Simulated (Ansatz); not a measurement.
# MgBe2SO2: the cost of one run

Program: Ansatz 0.2.0. Level of theory: DFT PBE, scalar-relativistic, plane waves, PAW. These are calculated values, not measurements.

### Step 1. Starting point

The structure is tetragonal, space group P4mm (No. 99). The conventional cell has a = 3.307 Å, b = 3.307 Å, c = 5.654 Å, α = 90.00°, β = 90.00°, γ = 90.00°. Around Mg (site symmetry 4mm) lie 4 Be at 1.94 Å and 5 O at 2.59 Å. Around Be (site symmetry 2mm) lie 2 S at 1.89 Å and 2 Mg at 1.94 Å and 4 Be at 2.34 Å and 4 O at 2.63 to 2.70 Å. Around S (site symmetry 4mm) lie 4 Be at 1.89 Å. Around O (site symmetry 4mm) lie 1 Mg at 2.59 Å and 4 S at 2.60 Å and 4 Be at 2.63 Å. O (site symmetry 4mm) is surrounded by 4 Mg at 2.59 Å and 1 S at 2.61 Å and 4 Be at 2.70 Å.

As a file:

```
CELL_PARAMETERS angstrom
3.30702 0.00000 0.00000
0.00000 3.30702 0.00000
0.00000 0.00000 5.65427
ATOMIC_POSITIONS crystal
Mg 0.00000 0.00000 0.17470
Be 0.50000 0.00000 0.99405
Be 0.00000 0.50000 0.99405
S 0.50000 0.50000 0.83264
O 0.00000 0.00000 0.63213
O 0.50000 0.50000 0.37103
```

The cell is invented: species swapped into a database cell of LaGdCl2O2 (P4mm, No. 99), with Mg on the La sites, S on the Gd sites, O on the Cl sites and Be on the O sites. Lengths come from tabulated atomic sizes and are only a guess.

### Step 2. The guess as it stands, on a coarse mesh

input.yaml

```yaml
crystal:
  lattice:
    - [3.30701963, 0.0, 0.0]
    - [0.0, 3.30701963, 0.0]
    - [0.0, 0.0, 5.65426906]
  atoms:
    - { symbol: Mg, position: [0.0, 0.0, 0.17470101] }
    - { symbol: Be, position: [0.5, 0.0, 0.99405003] }
    - { symbol: Be, position: [0.0, 0.5, 0.99405003] }
    - { symbol: S, position: [0.5, 0.5, 0.83264297] }
    - { symbol: O, position: [0.0, 0.0, 0.63212699] }
    - { symbol: O, position: [0.5, 0.5, 0.37102801] }
basis:
  ecutwfc: 420
kpoints:
  mp_grid: { grid: [6, 6, 4] }
hamiltonian:
  xc: pbe
scf:
  occupations: { method: gaussian, width: 0.1 }
  lower_state_search: "off"
output:
  forces: true
  stress: true
  eigenvalues: true
```

Run with:

```console
$ ansatz run input.yaml --threads 1 --pin off --max-ram 2560MiB --backend cpu --events-out ev --progress --plain --runs-dir out
```

What time and memory should one allow on 1 thread of Intel Xeon 6975P-C (Granite Rapids), shared host?

About 2.2 s, with a peak of 0.37 GiB.
